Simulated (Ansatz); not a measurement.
# Na2Sc: the cost of one run

Method: DFT PBE, scalar-relativistic, plane waves, PAW, in Ansatz 0.2.0.

## 1. Starting point

It takes space group I4/mcm (No. 140, tetragonal). Conventional cell: a = 6.664 Å, b = 6.664 Å, c = 5.547 Å, α = 90.00°, β = 90.00°, γ = 90.00°. Na (site symmetry m2m) is surrounded by 4 Sc at 2.84 Å and 3 Na at 3.15 to 3.18 Å. Sc (site symmetry 422) is surrounded by 2 Sc at 2.77 Å and 8 Na at 2.84 Å.

As a file:

```xyz
6
Lattice="-3.3318 3.3318 2.7734 3.3318 -3.3318 2.7734 3.3318 3.3318 -2.7734" Properties=species:S:1:pos:R:3 pbc="T T T"
Na    1.1128    4.4446    0.0000
Na    2.2190    1.1128    0.0000
Na    2.2190   -1.1128    2.7734
Na    1.1128    2.2190    2.7734
Sc    0.0000    0.0000    1.3867
Sc    0.0000    0.0000    4.1601
```

This is candidate A: Cr2B type (I4/mcm, No. 140).

(A quick probe on a coarse mesh, which set the mesh and smearing, is not shown.)

## 3. A loose first relaxation (candidate A)

Input file input.yaml:

```yaml
crystal:
  lattice:
    - [-3.3317731472, 3.3317731472, 2.7733718232]
    - [3.3317731472, -3.3317731472, 2.7733718232]
    - [3.3317731472, 3.3317731472, -2.7733718232]
  atoms:
    - { symbol: Na, position: [0.667, 0.167, 0.834] }
    - { symbol: Na, position: [0.167, 0.333, 0.5] }
    - { symbol: Na, position: [0.333, 0.833, 0.166] }
    - { symbol: Na, position: [0.833, 0.667, 0.5] }
    - { symbol: Sc, position: [0.25, 0.25, 0.0] }
    - { symbol: Sc, position: [0.75, 0.75, 0.0] }
basis:
  ecutwfc: 420
kpoints:
  mp_grid: { grid: [4, 4, 4] }
hamiltonian:
  xc: pbe
scf:
  occupations: { method: gaussian, width: 0.1 }
  lower_state_search: "off"
output:
  forces: true
  stress: true
  eigenvalues: true
relax:
  adjacent_minimum: "off"
  f_tol: 0.04
  max_steps: 70
  cell: { stress_tol: 0.4 }
```

On the command line:

```sh
$ ansatz run input.yaml --threads 1 --pin off --max-ram 2560MiB --backend cpu --events-out ev --progress --plain --runs-dir out
```

**Question.** How long does this run take on 1 thread of Arm Neoverse V2, shared host, and how much memory does it need?

About 46 s, with a peak of 0.45 GiB.
